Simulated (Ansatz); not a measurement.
**C₃H₈Si₂: how energies converge with the basis set**

An exercise on one series of results from a longer session: the logs are not shown, and one member is left open.

Program: Ansatz 0.2.0, Gaussian basis. Level of theory: one geometry, several basis sets. These are calculated values, not measurements.

The runs, in order: PBE0-D4/def2-SVP; ωB97M-V/def2-SVP; PBE0-D4/def2-QZVPP; ωB97M-V/def2-QZVPP; the functionals' def2-TZVPP values are taken from earlier runs.

**Structure used throughout**

The geometry comes from an earlier relaxation with PBE0-D4 in a triple-zeta def2 set; it is a stationary point, not always the lowest conformer.

13 atoms, charge 0, spin multiplicity 1.

Atoms are counted from 1 here; the program's logs count them from 0.

Bond lengths: C1–C2 1.320 Å, C1–H6 1.085 Å, C1–H7 1.088 Å, C2–C3 1.498 Å, C2–Si4 1.826 Å, C3–Si4 1.883 Å, C3–H8 1.089 Å, C3–H9 1.088 Å, Si4–Si5 2.321 Å, Si4–H10 1.484 Å, Si5–H11 1.488 Å, Si5–H12 1.487 Å, Si5–H13 1.487 Å. Angles: C2–C1–H6 121.5°, C2–C1–H7 121.6°, H6–C1–H7 116.9°, C1–C2–C3 137.5°, C1–C2–Si4 154.3°, C3–C2–Si4 68.2°, C2–C3–Si4 64.2°, C2–C3–H8 116.6°, C2–C3–H9 117.4°, Si4–C3–H8 118.1°, Si4–C3–H9 119.6°, H8–C3–H9 112.8°, C2–Si4–C3 47.6°, C2–Si4–Si5 118.4°, C2–Si4–H10 118.0°, C3–Si4–Si5 118.3°, C3–Si4–H10 117.0°, Si5–Si4–H10 118.4° and more.

The first run:

in.yaml

```yaml
crystal:
  periodic: [false, false, false]
  atoms:
    - {symbol: C, position_ang: [-0.518750, 2.141510, 0.927143]}
    - {symbol: C, position_ang: [-0.592557, 1.034781, 0.211857]}
    - {symbol: C, position_ang: [-1.551111, -0.102710, 0.033706]}
    - {symbol: Si, position_ang: [0.033672, -0.201082, -0.978297]}
    - {symbol: Si, position_ang: [1.697882, -1.660698, -0.278906]}
    - {symbol: H, position_ang: [0.336147, 2.805969, 0.856430]}
    - {symbol: H, position_ang: [-1.312485, 2.432273, 1.612611]}
    - {symbol: H, position_ang: [-2.480153, 0.119321, -0.488756]}
    - {symbol: H, position_ang: [-1.692421, -0.774545, 0.878287]}
    - {symbol: H, position_ang: [-0.070770, 0.108647, -2.425513]}
    - {symbol: H, position_ang: [1.601345, -2.965955, -0.986532]}
    - {symbol: H, position_ang: [3.048710, -1.090293, -0.527349]}
    - {symbol: H, position_ang: [1.520891, -1.882217, 1.180320]}
basis:
  gaussian: {orbitals: def2-SVP}
hamiltonian: {xc: pbe0, dispersion: d4}
output: {orbitals: {seedname: orbitals}}
```

Started as:

```sh
ansatz run in.yaml --threads 4 --pin off --events-out ev --progress --plain --max-ram 10444MiB
```

Among the steps run: PBE0-D4 in def2-SVP; ωB97M-V in def2-SVP; PBE0-D4 in def2-QZVPP; ωB97M-V in def2-QZVPP.

One table of the session follows, with a row left open; its other results are not shown here.

It belongs to the step «Density functionals: the series». 

| functional | basis | HOMO (eV) |
| --- | --- | --- |
| PBE0-D4 | def2-SVP | -7.20 |
| PBE0-D4 | def2-TZVPP | -7.20 |
| PBE0-D4 | def2-QZVPP | -7.21 |
| ωB97M-V | def2-SVP | ? |
| ωB97M-V | def2-TZVPP | -9.35 |
| ωB97M-V | def2-QZVPP | -9.35 |

Estimate the missing values for ωB97M-V, def2-SVP.

The run gave: HOMO (eV): -9.32. In the column «HOMO (eV)» it lies between ωB97M-V, def2-QZVPP (-9.35) and PBE0-D4, def2-QZVPP (-7.21).
